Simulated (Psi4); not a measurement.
# InSiH3ClO (SMILES [SiH3][O][In][Cl]), step by step

Wanted: a series of 8 runs (UM06-2X/def2-SVP) of ClH3InOSi. 

The calculation is run with Psi4 1.11.

## (1) The molecule

The species is InSiH3ClO (7 atoms), meant as a doublet with charge 0. As SMILES, `[SiH3][O][In][Cl]`. The coordinates come from a PBE0-D4/def2-TZVP (4 decimals) relaxation. This is one conformer, not always the lowest.

Bond lengths: Si1–O2 1.634 Å, O2–In3 1.993 Å, In3–Cl4 2.351 Å, Si1–H5 1.491 Å, Si1–H6 1.486 Å, Si1–H7 1.491 Å. Angles: Si1–O2–In3 137.3°, O2–In3–Cl4 115.6°, O2–Si1–H5 111.6°, O2–Si1–H6 108.5°, O2–Si1–H7 111.6°, H5–Si1–H6 108.8°, H5–Si1–H7 107.5°, H6–Si1–H7 108.8°.

## (2) The energy at UM06-2X/def2-SVP (density fitting, core potential) (run 1)

clh3inosi.sdf

```

     RDKit          3D

  7  6  0  0  0  0  0  0  0  0999 V2000
    0.0166    1.1446    0.4608 Si  0  0  0  0  0  4  0  0  0  0  0  0
    0.2037   -0.4416    0.1145 O   0  0  0  0  0  0  0  0  0  0  0  0
   -0.4376   -1.7233   -1.2706 In  0  0  0  0  0  2  0  0  0  0  0  0
    0.3307   -3.9332   -1.0412 Cl  0  0  0  0  0  0  0  0  0  0  0  0
    0.4962    2.0095   -0.6553 H   0  0  0  0  0  0  0  0  0  0  0  0
    0.8037    1.4578    1.6819 H   0  0  0  0  0  0  0  0  0  0  0  0
   -1.4134    1.4861    0.7099 H   0  0  0  0  0  0  0  0  0  0  0  0
  2  1  1  0
  3  2  1  0
  4  3  1  0
  5  1  1  0
  6  1  1  0
  7  1  1  0
M  RAD  1   3   2
M  END
$$$$
```

run.py

```python
import psi4
from rdkit import Chem

psi4.set_memory('1600 MB')
psi4.set_num_threads(1)
psi4.core.set_output_file('psi4.out', False)

rd = Chem.SDMolSupplier('clh3inosi.sdf', removeHs=False, sanitize=False)[0]
xyz = rd.GetConformer().GetPositions()
atoms = '\n'.join(f'{a.GetSymbol()} {x:.4f} {y:.4f} {z:.4f}' for a, (x, y, z) in zip(rd.GetAtoms(), xyz))
m = psi4.geometry('0 2\n' + atoms + '\nsymmetry c1')

psi4.set_options({
    'basis': 'def2-SVP',
    'reference': 'uks',
})

result, w = psi4.energy("m06-2x", molecule=m, return_wfn=True)
print(f'total energy {result:.8f} hartree = {result * 27.211386:.5f} eV')
```

Run with:

```sh
python run.py
```

psi4.out:

```text
[...]
    !!!  WARNING: ECP capability is in beta. Please check occupations closely.  !!!
[...]
  Running in c1 symmetry.
[...]
  Nuclear repulsion =  283.742748487817153
[...]
  Multiplicity = 2
[...]
  Nalpha       = 32
  Nbeta        = 31
[...]
    Number of basis functions: 91
[...]
   @DF-UKS iter   1: -1016.26798983521076   -1.21860e+00   7.80709e-03 ADIIS/DIIS
[...]
   @DF-UKS iter  10: -1016.50621463446885   -2.82243e-08   3.89953e-07 DIIS
[...]
   @S^2 Observed:                7.563315013E-01
[...]
    Orbital Energies [Eh]
    ---------------------
    Alpha Occupied:
       1A   -102.619162     2A    -67.025504     3A    -19.626025
       4A     -9.787230     5A     -7.514581     6A     -7.508484
       7A     -7.508313     8A     -5.562104     9A     -4.923158
      10A     -3.875594    11A     -3.874302    12A     -3.874165
      13A     -3.302591    14A     -3.297448    15A     -3.294432
      16A     -1.070028    17A     -0.939980    18A     -0.919811
      19A     -0.917836    20A     -0.917745    21A     -0.909706
      22A     -0.868144    23A     -0.606193    24A     -0.508847
      25A     -0.451836    26A     -0.446575    27A     -0.439523
      28A     -0.381120    29A     -0.379126    30A     -0.372257
      31A     -0.361644    32A     -0.296629
[...]
  @DF-UKS Final Energy: -1016.50621463446885
   => Energetics <=
    Nuclear Repulsion Energy =            283.7427484878171526
    One-Electron Energy =               -2042.8553589482664847
    Two-Electron Energy =                 778.7260387033594498
    DFT Exchange-Correlation Energy =     -36.1196428773789293
    Empirical Dispersion Energy =           0.0000000000000000
    VV10 Nonlocal Energy =                  0.0000000000000000
    Total Energy =                      -1016.5062146344688472
[...]
 Multipole Moments:
 ------------------------------------------------------------------------------------
     Multipole            Electronic (a.u.)      Nuclear  (a.u.)        Total (a.u.)
 ------------------------------------------------------------------------------------
 L = 1.  Multiply by 2.5417464519 to convert [e a0] to [Debye]
 Dipole X            :        -18.4170683           17.7941357           -0.6229326
 Dipole Y            :        -22.6120017           23.0309262            0.4189245
 Dipole Z            :        -34.3872068           33.6771639           -0.7100428
 Magnitude           :                                                    1.0332974
[...]
```

On the terminal:

```text
total energy -1016.50621463 hartree = -27660.54298 eV
```

It took 10 s on 1 thread of Intel Xeon 6975P-C (Granite Rapids), shared host; peak memory 1 GiB.

## (3) The distorted shape: a single-point energy at UM06-2X/def2-SVP (density fitting, core potential) (run 2)

calc.dat

```
memory 1.6 GB

molecule geom {
  0 2
  Si
  O 1 1.3892
  In 2 1.993119 1 137.26934
  Cl 3 2.350865 2 115.56496 1 -179.94056
  H 1 1.491223 2 111.56217 3 -60.19966
  H 1 1.486172 2 108.54253 3 179.9208
  H 1 1.491165 2 111.55892 3 60.0447
  symmetry c1
}

set {
  basis     def2-SVP
  reference uks
}

set reference uhf
set stability_analysis follow
set max_attempts 5
energy("scf")
set reference uks
set stability_analysis none
set guess read
set guess_mix false

energy("m06-2x")
```

Run with:

```sh
psi4 -i calc.dat -o calc.out -n 1
```

calc.out:

```text
[...]
    !!!  WARNING: ECP capability is in beta. Please check occupations closely.  !!!
[...]
  Running in c1 symmetry.
[...]
  Nuclear repulsion =  295.610239361507865
[...]
  Multiplicity = 2
[...]
  Nalpha       = 32
  Nbeta        = 31
[...]
    Number of basis functions: 91
[...]
   @DF-UHF iter   1: -1013.79130314292524   -1.29686e+00   6.82864e-03 DIIS/ADIIS
[...]
    !!!  WARNING: ECP capability is in beta. Please check occupations closely.  !!!
[...]
    !!!  WARNING: ECP capability is in beta. Please check occupations closely.  !!!
[...]
   @DF-UKS iter   8: -1016.43725118229179   -1.88221e-08   3.23829e-07 DIIS
[...]
   @S^2 Observed:                7.552341658E-01
[...]
    Orbital Energies [Eh]
    ---------------------
    Alpha Occupied:
       1A   -102.631270     2A    -66.986740     3A    -19.616597
       4A     -9.799222     5A     -7.526737     6A     -7.520430
       7A     -7.520240     8A     -5.537041     9A     -4.939220
      10A     -3.853316    11A     -3.847120    12A     -3.846997
      13A     -3.318607    14A     -3.313224    15A     -3.310724
      16A     -1.130756    17A     -0.954855    18A     -0.935596
      19A     -0.934711    20A     -0.934105    21A     -0.929892
      22A     -0.881085    23A     -0.611203    24A     -0.522072
      25A     -0.487276    26A     -0.481859    27A     -0.453674
      28A     -0.391071    29A     -0.389865    30A     -0.353674
      31A     -0.347480    32A     -0.310618
[...]
  @DF-UKS Final Energy: -1016.43725118229179
   => Energetics <=
    Nuclear Repulsion Energy =            295.6102393615079222
    One-Electron Energy =               -2065.9296281548645311
    Two-Electron Energy =                 790.0708455356186732
    DFT Exchange-Correlation Energy =     -36.1887079245538033
    Empirical Dispersion Energy =           0.0000000000000000
    VV10 Nonlocal Energy =                  0.0000000000000000
    Total Energy =                      -1016.4372511822917886
[...]
 Multipole Moments:
 ------------------------------------------------------------------------------------
     Multipole            Electronic (a.u.)      Nuclear  (a.u.)        Total (a.u.)
 ------------------------------------------------------------------------------------
 L = 1.  Multiply by 2.5417464519 to convert [e a0] to [Debye]
 Dipole X            :          0.0251434           -0.0242295            0.0009139
 Dipole Y            :        -36.1368811           35.0371393           -1.0997417
 Dipole Z            :         24.4921998          -24.1727284            0.3194715
 Magnitude           :                                                    1.1452051
[...]
```

Run time: 11 s. Hardware: 1 thread of Intel Xeon 6975P-C (Granite Rapids), shared host; peak memory 1 GiB.

Runs 3 to 7 aren't shown in full; the table further down has their settings and results.

## (4) The distorted shape: the energy at UM06-2X/def2-SVP (density fitting, core potential) (run 8)

clh3inosi.xyz

```xyz
7
ClH3InOSi
Si    -0.357597     4.316979     1.153395
O      0.203700    -0.441600     0.114500
In    -0.437600    -1.723300    -1.270600
Cl     0.330700    -3.933200    -1.041200
H      0.122003     5.181879     0.037295
H      0.429503     4.630179     2.374495
H     -1.787597     4.658479     1.402495
```

run.py

```python
import psi4

psi4.set_memory('1600 MB')
psi4.set_num_threads(1)
psi4.set_output_file('run.log', False)

with open('clh3inosi.xyz') as f:
    atoms = ''.join(f.readlines()[2:])
mol = psi4.geometry('0 2\n' + atoms + 'symmetry c1')

options = {'reference': 'uks'}
psi4.set_options(options)

psi4.set_options({'reference': 'uhf', 'stability_analysis': 'follow', 'max_attempts': 5})
psi4.energy("scf/def2-SVP")
psi4.set_options({'reference': 'uks', 'stability_analysis': 'none', 'guess': 'read', 'guess_mix': False})

e_tot, wfn = psi4.energy("m06-2x/def2-SVP", return_wfn=True)
print(f'total energy {e_tot:.8f} hartree = {e_tot * 27.211386:.5f} eV')
```

Run with:

```sh
python run.py
```

run.log:

```text
[...]
    !!!  WARNING: ECP capability is in beta. Please check occupations closely.  !!!
[...]
  Running in c1 symmetry.
[...]
  Nuclear repulsion =  220.656240489586963
[...]
  Multiplicity = 2
[...]
  Nalpha       = 32
  Nbeta        = 31
[...]
    Number of basis functions: 91
[...]
   @DF-UHF iter   1: -1013.37687879663724   -1.97764e+00   8.82067e-03 DIIS/ADIIS
[...]
    !!!  WARNING: ECP capability is in beta. Please check occupations closely.  !!!
[...]
    !!!  WARNING: ECP capability is in beta. Please check occupations closely.  !!!
[...]
   @DF-UKS iter  11: -1016.30404555282144   -5.34137e-07   8.22470e-07 DIIS
[...]
   @S^2 Observed:                1.627323251E+00
[...]
    Orbital Energies [Eh]
    ---------------------
    Alpha Occupied:
       1A   -102.624832     2A    -67.013391     3A    -19.653158
       4A     -9.792940     5A     -7.519855     6A     -7.514169
       7A     -7.514026     8A     -5.556163     9A     -4.927097
      10A     -3.873026    11A     -3.866259    12A     -3.866197
      13A     -3.306157    14A     -3.301315    15A     -3.298721
      16A     -0.995209    17A     -0.943536    18A     -0.923384
      19A     -0.921698    20A     -0.920389    21A     -0.890245
      22A     -0.869445    23A     -0.606178    24A     -0.483215
      25A     -0.406977    26A     -0.404872    27A     -0.404712
      28A     -0.388400    29A     -0.382730    30A     -0.365052
      31A     -0.304911    32A     -0.266640
[...]
  @DF-UKS Final Energy: -1016.30404555282144
   => Energetics <=
    Nuclear Repulsion Energy =            220.6562404895869633
    One-Electron Energy =               -1916.6109462192437149
    Two-Electron Energy =                 715.6623291679024987
    DFT Exchange-Correlation Energy =     -36.0116689910671255
    Empirical Dispersion Energy =           0.0000000000000000
    VV10 Nonlocal Energy =                  0.0000000000000000
    Total Energy =                      -1016.3040455528214352
[...]
 Multipole Moments:
 ------------------------------------------------------------------------------------
     Multipole            Electronic (a.u.)      Nuclear  (a.u.)        Total (a.u.)
 ------------------------------------------------------------------------------------
 L = 1.  Multiply by 2.5417464519 to convert [e a0] to [Debye]
 Dipole X            :        -13.4259453           12.7879950           -0.6379503
 Dipole Y            :        -65.4612360           65.4721421            0.0109061
 Dipole Z            :        -43.8300310           42.9429465           -0.8870845
 Magnitude           :                                                    1.0927115
[...]
```

On the terminal:

```text
total energy -1016.30404555 hartree = -27655.04168 eV
```

Run time: 11 s. Hardware: 1 thread of Intel Xeon 6975P-C (Granite Rapids), shared host; peak memory 0.78 GiB.

## (5) The series

```csv
run,start,partner,energy (Eh),dipole moment (D),HOMO energy (eV),LUMO energy (eV),wall time
1,–,base,-1016.506215,2.63,-8.07,-3.82,10 s
2,stable UHF solution,Si1–O2 1.39 Å,-1016.437251,2.91,-8.45,-4.32,11 s
3,stable UHF solution,Si1–O2 1.88 Å,-1016.484484,3.27,-7.71,-3.38,11 s
4,stable UHF solution,Si1–O2 2.12 Å,-1016.439646,4.30,-7.42,-3.01,10 s
5,stable UHF solution,Si1–O2 2.45 Å,-1016.380107,5.61,-7.13,-2.66,14 s
6,stable UHF solution,Si1–O2 2.94 Å,-1016.311728,2.53,-6.52,-3.68,14 s
7,stable UHF solution,Si1–O2 3.60 Å,-1016.306981,2.66,-6.98,-4.10,12 s
8,stable UHF solution,Si1–O2 4.90 Å,-1016.304046,2.78,-7.26,-4.07,11 s
```

## (6) Outcome

| quantity | value |
| --- | --- |
| distorted shape, run 8: total energy | -1016.30405 Eh |
| distorted shape, run 8: dipole moment | 2.78 D |
| distorted shape, run 8: HOMO energy (highest over α and β) | -7.26 eV |
| distorted shape, run 8: LUMO energy (lowest over α and β) | -4.07 eV |
| distorted shape, run 8: ⟨S²⟩ | 1.627 |
| energy change with the Si1–O2 bond stretched from 1.634 to 2.452 Å | 3.432 eV |
| energy change with the Si1–O2 bond stretched from 1.634 to 2.942 Å | 5.292 eV |
| energy change with the Si1–O2 bond stretched from 1.634 to 2.125 Å | 1.811 eV |
| energy change with the Si1–O2 bond stretched from 1.634 to 3.595 Å | 5.421 eV |
| energy change with the Si1–O2 bond shortened from 1.634 to 1.389 Å | 1.877 eV |
| energy change with the Si1–O2 bond stretched from 1.634 to 1.879 Å | 0.591 eV |
| energy change with the Si1–O2 bond stretched from 1.634 to 4.903 Å | 5.501 eV |

In words: With the Si1–O2 bond stretched from 1.634 to 2.452 Å the energy rises by 3.43 eV (331 kJ/mol). The first shape isn't relaxed at this level, so the change isn't measured from a minimum. With the Si1–O2 bond stretched from 1.634 to 2.942 Å the energy rises by 5.29 eV (511 kJ/mol). With the Si1–O2 bond stretched from 1.634 to 2.125 Å the energy rises by 1.81 eV (175 kJ/mol). With the Si1–O2 bond stretched from 1.634 to 3.595 Å the energy rises by 5.42 eV (125 kcal/mol). With the Si1–O2 bond shortened from 1.634 to 1.389 Å the energy rises by 1.88 eV (181 kJ/mol). With the Si1–O2 bond stretched from 1.634 to 1.879 Å the energy rises by 0.59 eV (13.6 kcal/mol). The lowest energy is that of run 1; the highest lies 5.501 eV above it. Spin contamination of the reference: run 8 ⟨S²⟩ = 1.63, run 7 ⟨S²⟩ = 1.63, run 6 ⟨S²⟩ = 1.39. Where it is this large, the reference is a mixture of spin states, and values that rest on it are in doubt. All runs together took 93 s, the longest 14 s.
